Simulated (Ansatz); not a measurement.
# C2H6AlBr: one species, many methods

How much do the methods differ for C2H6AlBr? The plan is to run it at one geometry with functionals of several rungs and with coupled cluster, and see how far each lands from CCSD(T) at the basis-set limit for the atomisation energy.

The runs use Ansatz 0.2.0, Gaussian basis; functionals in def2-TZVPP, the program's frozen cores in correlated methods.

The runs, in order: PBE-D4, r2SCAN-D4, PBE0-D4, B3LYP-D4, ωB97X-V, ωB97M-V, B2PLYP; CCSD(T)/def2-TZVPP; MP2/def2-QZVPP; extrapolation to the limit.

## Step 1: The geometry

The geometry comes from an earlier relaxation with PBE0-D4 in a triple-zeta def2 set; it is a stationary point, not always the lowest conformer.

10 atoms, charge 0, spin multiplicity 1.

Atoms are counted from 1 here; the program's logs count them from 0.

Bond lengths: Al1–C2 1.970 Å, Al1–H5 1.588 Å, Al1–H6 1.586 Å, C2–C3 1.500 Å, C2–H7 1.097 Å, C2–H8 1.097 Å, C3–Br4 1.972 Å, C3–H9 1.088 Å, C3–H10 1.088 Å. Angles: C2–Al1–H5 120.4°, C2–Al1–H6 118.7°, H5–Al1–H6 121.0°, Al1–C2–C3 114.9°, Al1–C2–H7 107.5°, Al1–C2–H8 107.4°, C3–C2–H7 110.7°, C3–C2–H8 110.7°, H7–C2–H8 105.1°, C2–C3–Br4 113.1°, C2–C3–H9 113.1°, C2–C3–H10 113.1°, Br4–C3–H9 104.1°, Br4–C3–H10 104.1°, H9–C3–H10 108.6°.

Coordinates:

```mol
C2H6AlBr
  3D, bonds by distance, orders not assigned

 10  9  0  0  0  0  0  0  0  0999 V2000
   -0.5424    1.6776    0.0617 Al  0  0
   -0.2151   -0.2084    0.5258 C   0  0
    0.5757   -0.9798   -0.4885 C   0  0
    0.8696   -2.8604    0.0263 Br  0  0
    0.0114    2.2775   -1.3007 H   0  0
   -1.3695    2.5773    1.0729 H   0  0
    0.2843   -0.2256    1.5023 H   0  0
   -1.1915   -0.6788    0.6956 H   0  0
    0.0813   -1.0445   -1.4559 H   0  0
    1.5795   -0.5860   -0.6364 H   0  0
  1  2  8  0
  2  3  8  0
  3  4  8  0
  1  5  8  0
  1  6  8  0
  2  7  8  0
  2  8  8  0
  3  9  8  0
  3 10  8  0
M  END
```

## Step 2: PBE-D4 (GGA)

The input, in.yaml:

```yaml
crystal:
  periodic: [false, false, false]
  atoms:
    - {symbol: Al, position_ang: [-0.542386, 1.677640, 0.061739]}
    - {symbol: C, position_ang: [-0.215093, -0.208381, 0.525751]}
    - {symbol: C, position_ang: [0.575657, -0.979780, -0.488476]}
    - {symbol: Br, position_ang: [0.869560, -2.860375, 0.026278]}
    - {symbol: H, position_ang: [0.011445, 2.277475, -1.300716]}
    - {symbol: H, position_ang: [-1.369460, 2.577342, 1.072941]}
    - {symbol: H, position_ang: [0.284264, -0.225642, 1.502303]}
    - {symbol: H, position_ang: [-1.191539, -0.678774, 0.695613]}
    - {symbol: H, position_ang: [0.081268, -1.044487, -1.455946]}
    - {symbol: H, position_ang: [1.579484, -0.586019, -0.636387]}
basis:
  gaussian: {orbitals: def2-TZVPP}
hamiltonian: {xc: pbe, dispersion: d4}
output: {forces: true, orbitals: {seedname: orbitals}}
```

Started as:

```
ansatz run in.yaml --threads 4 --pin off --events-out ev --progress --plain --max-ram 10444MiB
```

Further steps of the session: r2SCAN-D4 (meta-GGA); PBE0-D4 (hybrid); B3LYP-D4 (hybrid); ωB97X-V (range-separated); ωB97M-V (range-separated); B2PLYP (double hybrid); CCSD(T) in def2-TZVPP; MP2 in def2-QZVPP.

**Question.** What will the summary of the whole plan be? Wanted: atomisation energy, CCSD(T)/CBS; farthest; mean size of error, hybrid; mean size of error, range-separated; gap, smallest and largest; T1 diagnostic; triples share of the correlation energy.

**Answer**, as computed:

```
                               quantity                                                   value
        atomisation energy, CCSD(T)/CBS                                          781.0 kcal/mol
functionals within 7.8 kcal/mol (1.0 %)  PBE-D4, r2SCAN-D4, PBE0-D4, B3LYP-D4, ωB97X-V, ωB97M-V
                               farthest                                 B2PLYP (-11.6 kcal/mol)
             mean size of error, hybrid                                            2.5 kcal/mol
    mean size of error, range-separated                                            0.9 kcal/mol
              gap, smallest and largest                    3.85 eV (PBE-D4), 10.09 eV (ωB97X-V)
                          T1 diagnostic                                                  0.0086
triples share of the correlation energy                                                   3.6 %
```

In words: PBE-D4 is off by +6.2 kcal/mol. Double hybrids carry the basis error of their MP2 part in triple zeta, and no dispersion term here, so their miss is partly the set-up's. Misses under about 7.8 kcal/mol are within the doubt on the reference itself, which lacks core-valence correlation, relativity and higher excitations, and its outer-core shells are covered unevenly. All levels share the lack of spin-orbit coupling, which lowers the free heavy atoms and so the true binding. Hartree-Fock recovers 75 % of the binding; the rest is correlation. The gap grows from 3.9 to 10.1 eV across the functionals, mostly with the share of exact exchange. Correlated methods include outer-core shells of Br, which these sets cover unevenly.
